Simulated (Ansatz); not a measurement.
**Lu18As18, 36 atoms: time against threads and cards**

Aim: measure how long a molecular-dynamics run at LDA takes on Lu18As18, and how the time changes with the share of the machine.

Program: Ansatz 0.2.0 (molecular dynamics, LDA, plane waves PAW). Host: AMD EPYC 7R13 (Zen 3), 96 cores, 96 hardware threads, 1656 GiB, 8 × H100 80GB HBM3, 81559 MiB; it was booked for these runs alone, one at a time. Each run is timed once from launch to exit, start-up included.

### Step 1. What is computed

The cell holds 36 atoms in 823 Å³, 3×3×2 copies of a database cell.

### Step 2. Baseline

input.yaml reads:

```yaml
crystal:
  lattice:
    - [0.000000, 8.514573, 8.514573]
    - [8.514573, 0.000000, 8.514573]
    - [5.676382, 5.676382, 0.000000]
  atoms:
    - { symbol: Lu, position: [0.166667, 0.166667, 0.250000] }
    - { symbol: As, position: [0.000000, 0.000000, 0.000000] }
    - { symbol: Lu, position: [0.166667, 0.166667, 0.750000] }
    - { symbol: As, position: [0.000000, 0.000000, 0.500000] }
    - { symbol: Lu, position: [0.166667, 0.500000, 0.250000] }
    - { symbol: As, position: [0.000000, 0.333333, 0.000000] }
    - { symbol: Lu, position: [0.166667, 0.500000, 0.750000] }
    - { symbol: As, position: [0.000000, 0.333333, 0.500000] }
    - { symbol: Lu, position: [0.166667, 0.833333, 0.250000] }
    - { symbol: As, position: [0.000000, 0.666667, 0.000000] }
    - { symbol: Lu, position: [0.166667, 0.833333, 0.750000] }
    - { symbol: As, position: [0.000000, 0.666667, 0.500000] }
    - { symbol: Lu, position: [0.500000, 0.166667, 0.250000] }
    - { symbol: As, position: [0.333333, 0.000000, 0.000000] }
    - { symbol: Lu, position: [0.500000, 0.166667, 0.750000] }
    - { symbol: As, position: [0.333333, 0.000000, 0.500000] }
    - { symbol: Lu, position: [0.500000, 0.500000, 0.250000] }
    - { symbol: As, position: [0.333333, 0.333333, 0.000000] }
    - { symbol: Lu, position: [0.500000, 0.500000, 0.750000] }
    - { symbol: As, position: [0.333333, 0.333333, 0.500000] }
    - { symbol: Lu, position: [0.500000, 0.833333, 0.250000] }
    - { symbol: As, position: [0.333333, 0.666667, 0.000000] }
    - { symbol: Lu, position: [0.500000, 0.833333, 0.750000] }
    - { symbol: As, position: [0.333333, 0.666667, 0.500000] }
    - { symbol: Lu, position: [0.833333, 0.166667, 0.250000] }
    - { symbol: As, position: [0.666667, 0.000000, 0.000000] }
    - { symbol: Lu, position: [0.833333, 0.166667, 0.750000] }
    - { symbol: As, position: [0.666667, 0.000000, 0.500000] }
    - { symbol: Lu, position: [0.833333, 0.500000, 0.250000] }
    - { symbol: As, position: [0.666667, 0.333333, 0.000000] }
    - { symbol: Lu, position: [0.833333, 0.500000, 0.750000] }
    - { symbol: As, position: [0.666667, 0.333333, 0.500000] }
    - { symbol: Lu, position: [0.833333, 0.833333, 0.250000] }
    - { symbol: As, position: [0.666667, 0.666667, 0.000000] }
    - { symbol: Lu, position: [0.833333, 0.833333, 0.750000] }
    - { symbol: As, position: [0.666667, 0.666667, 0.500000] }
kpoints:
  mp_grid: { grid: [4, 4, 5] }
hamiltonian:
  xc: lda
scf:
  occupations: { method: gaussian, width: 0.1 }
md: { ensemble: nvt_langevin, temperature: 1200, timestep: 1.0, n_steps: 10, initial_velocities: maxwell_boltzmann, seed: 1 }
```

Launch:

```sh
> ansatz run input.yaml --backend cuda --devices 4 --events-out ev --progress --plain --runs-dir out
```

### Step 3. On 1 GPU, 48 threads

input.yaml is that of step 2.

(Steps that only read results are left out.)

Q: Predict the timings and the best choice. Wanted: reference; fastest over GPUs; speed-up from 1 to 4 GPUs.

**Answer**, as computed:

```
                 quantity                       value
                reference  32 s on 4 GPUs, 48 threads
        fastest over GPUs                   32 s on 4
speed-up from 1 to 4 GPUs        2.8 (69 % efficient)
```

Going from 1 to 4 GPUs cuts the time by a factor of 2.8, 69 % of the ideal. In the reference run the eigensolver takes 53 % of the time. The figures hold for this build, input and host.
